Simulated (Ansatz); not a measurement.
# Mo, space group P6/mmm: a comparison of functionals at one structure

With Ansatz 0.2.0 through its Python package.

The script reads `mo.extxyz`:
```text
1
Lattice="2.7355104 0.0 0.0 -1.3677552 2.3690215 0.0 0.0 0.0 2.5551807" Properties=species:S:1:pos:R:3 pbc="T T T"
Mo    0.00000000    0.00000000    1.27759035
```

Run as a notebook:

In [1]:
```python
import ansatz as az
from tabulate import tabulate
```

In [2]:
```python
system = az.Crystal.from_extxyz("mo.extxyz")
```

In [3]:
```python
len(system.resolved().sites)
```
Out [3]:
```text
1
```

In [4]:
```python
setup = (
    system.calculation()
    .pseudopotentials("paw")
    .basis(45 * az.Ry)
    .kpoints(mesh=(14, 14, 13))
    .occupations(az.OccupationsMethod.FERMI_DIRAC, width=0.1)
)
```

In [5]:
```python
rows = []
for value in ["r2scan", "pbesol", "lda"]:
    data = setup.functional(value).run().report
    rows.append((value, data["free_energy_ev"] / len(data["lattice"]["sites"]), data["n_iterations"], data["n_kpoints"]))

print(tabulate(rows, headers=["functional", "F/atom (eV)", "iterations", "k-points"], floatfmt=".4f", tablefmt="grid"))
```
```text
+--------------+---------------+--------------+------------+
| functional   |   F/atom (eV) |   iterations |   k-points |
+==============+===============+==============+============+
| r2scan       |    -4966.6824 |            6 |        168 |
+--------------+---------------+--------------+------------+
| pbesol       |    -4896.5689 |            6 |        168 |
+--------------+---------------+--------------+------------+
| lda          |    -4841.9583 |            6 |        168 |
+--------------+---------------+--------------+------------+
```

Spin is left out of this run. This isn't the structure that Mo takes at ambient conditions. Total energies of different functionals can't be compared; pressures, moments and gaps at this one structure can. The whole script took 8.5 s on 1 thread of Arm Neoverse V2, with other jobs on the host, peak memory 0.41 GiB.
